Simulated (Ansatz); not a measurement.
Which YAML input does this script hand to the engine? (Ansatz 0.2.0, Python API)

Notebook, run cell by cell (the value of a cell's last expression is shown):

**Cell 1**
```python
import itertools
import warnings

import ansatz as az
from ase import Atoms
from ase.data import atomic_numbers, covalent_radii
import numpy as np
```

**Cell 2**
```python
warnings.simplefilter("ignore", az.DeckWarning)
```

**Cell 3**
```python
atoms = Atoms(["N", "C", "N", "Si", "O", "F", "H", "H", "H"], positions=[
    (-1.9395, -0.2411, 2.002),
    (-1.1663, -0.1123, 1.1663),
    (-0.3604, -0.0141, 0.3457),
    (0.4936, 0.0786, -1.1941),
    (1.8522, -0.7527, -1.0765),
    (0.7667, 1.6131, -1.5007),
    (-1.6207, 0.2044, 2.8731),
    (-0.403, -0.4984, -2.2472),
    (2.466, -0.3238, -0.3858),
])
ch3fn2osi = az.Crystal.molecule_from_ase(atoms)
```

**Cell 4**
```python
base = (
    ch3fn2osi.calculation()
    .basis(gaussian="def2-SVP")
    .functional("r2scan", dispersion="d3bj")
)
symbols = [site.symbol for site in ch3fn2osi.cartesian_sites]
start = np.array([site.position_ang for site in ch3fn2osi.cartesian_sites], dtype=float)
def progress(event):
    if event["event"] == "relax_step":
        row = event["data"]
        print(f"step {row['step']:3d}  E = {row['lagrangian_ev']:.6f} eV  largest force component {row['allowed_force_max_ev_ang']:.4f} eV/A")
```

**Cell 5**
```python
data = base.relax(force_tolerance=0.01).session().plan().execute(on_event=progress).report
end = np.array(data["positions_ang"])
```
Output:
```text
step   1  E = -16695.344599 eV  largest force component 7.6541 eV/A
step   2  E = -16696.114146 eV  largest force component 1.5545 eV/A
step   3  E = -16696.174554 eV  largest force component 0.5270 eV/A
step   4  E = -16696.204963 eV  largest force component 0.6069 eV/A
step   5  E = -16696.240176 eV  largest force component 0.1432 eV/A
step   6  E = -16696.240500 eV  largest force component 0.3003 eV/A
step   7  E = -16696.250704 eV  largest force component 0.1452 eV/A
step   8  E = -16696.255700 eV  largest force component 0.0336 eV/A
step   9  E = -16696.247636 eV  largest force component 0.5922 eV/A
step  10  E = -16696.257975 eV  largest force component 0.0512 eV/A
step  11  E = -16696.258942 eV  largest force component 0.0676 eV/A
step  12  E = -16696.259502 eV  largest force component 0.0592 eV/A
step  13  E = -16696.260274 eV  largest force component 0.0792 eV/A
step  14  E = -16696.260772 eV  largest force component 0.0314 eV/A
step  15  E = -16696.261041 eV  largest force component 0.0327 eV/A
step  16  E = -16696.261161 eV  largest force component 0.0261 eV/A
step  17  E = -16696.261208 eV  largest force component 0.0118 eV/A
step  18  E = -16696.261208 eV  largest force component 0.0079 eV/A
```

**Cell 6**
```python
print(f"E = {data['free_energy_ev']:.6f} eV = {data['free_energy_ev'] / 27.211386246:.7f} Ha")
print("converged:", data["converged"], " doubts:", data["published_state_doubts"] or "none")
```
Output:
```text
E = -16696.261217 eV = -613.5762826 Ha
converged: True  doubts: none
```

**Cell 7**
```python
radius = [covalent_radii[atomic_numbers[s]] for s in symbols]
span = lambda where, i, j: np.linalg.norm(where[i] - where[j])
bonded = [(i, j) for i, j in itertools.combinations(range(len(symbols)), 2) if min(span(start, i, j), span(end, i, j)) < 1.2 * (radius[i] + radius[j])]
print("pair        before    after (A)")
for i, j in bonded:
    print(f"{symbols[i]}{i}-{symbols[j]}{j}".ljust(10), f"{span(start, i, j):8.4f} {span(end, i, j):8.4f}")
for first, second in list(itertools.combinations(bonded, 2)):
    shared = set(first) & set(second)
    if shared and symbols[(j := shared.pop())] != "H":
        i, k = sorted((set(first) | set(second)) - {j})
        u, v = end[i] - end[j], end[k] - end[j]
        angle = np.degrees(np.arccos(np.clip(u @ v / np.linalg.norm(u) / np.linalg.norm(v), -1, 1)))
        print(f"final angle {symbols[i]}{i}-{symbols[j]}{j}-{symbols[k]}{k}: {angle:.2f} deg")
with open("ch3fn2osi_opt.xyz", "w") as handle:
    handle.write(f"{len(symbols)}\nrelaxed CH3FN2OSi\n")
    handle.writelines(f"{s:2s} {x:11.6f} {y:11.6f} {z:11.6f}\n" for s, (x, y, z) in zip(symbols, end))
```
Output:
```text
pair        before    after (A)
N0-C1        1.1458   1.2219
N0-H6        1.0290   1.0130
C1-N2        1.1543   1.2128
N2-Si3       1.7632   1.7076
Si3-O4       1.5971   1.6406
Si3-F5       1.5885   1.6185
Si3-H7       1.4986   1.4717
O4-H8        1.0187   0.9648
final angle C1-N0-H6: 124.09 deg
final angle N0-C1-N2: 171.99 deg
final angle C1-N2-Si3: 158.52 deg
final angle N2-Si3-O4: 110.30 deg
final angle N2-Si3-F5: 105.87 deg
final angle N2-Si3-H7: 114.21 deg
final angle O4-Si3-F5: 110.59 deg
final angle O4-Si3-H7: 107.55 deg
final angle Si3-O4-H8: 117.28 deg
final angle F5-Si3-H7: 108.31 deg
```

`input.yaml`:
```yaml
crystal:
  periodic: [false, false, false]
  atoms:
    - { symbol: "N", position_ang: [-1.9395, -0.2411, 2.002] }
    - { symbol: C, position_ang: [-1.1663, -0.1123, 1.1663] }
    - { symbol: "N", position_ang: [-0.3604, -0.0141, 0.3457] }
    - { symbol: Si, position_ang: [0.4936, 0.0786, -1.1941] }
    - { symbol: O, position_ang: [1.8522, -0.7527, -1.0765] }
    - { symbol: F, position_ang: [0.7667, 1.6131, -1.5007] }
    - { symbol: H, position_ang: [-1.6207, 0.2044, 2.8731] }
    - { symbol: H, position_ang: [-0.403, -0.4984, -2.2472] }
    - { symbol: H, position_ang: [2.466, -0.3238, -0.3858] }
basis:
  gaussian:
    orbitals: def2-SVP
hamiltonian:
  xc: r2scan
  dispersion: d3bj
relax:
  f_tol: 0.01
```

Reading the output:
- Total energies depend on the basis set; only differences at equal settings carry meaning.
- The end point is the stationary point reached from this start; no frequency run checks that it is a minimum, and the basis set is modest.
- A dispersion term here runs with damping parameters fitted for another variant or functional.
- The script silences the warnings on its input, which a real study should read.
- It ran for 2.1 min on 1 thread of AMD EPYC 7R43 64-Core Processor (Zen 3), with other jobs on the host, peak memory 0.27 GiB.

(Lines on the test bed's own set-up are left out of the output.)
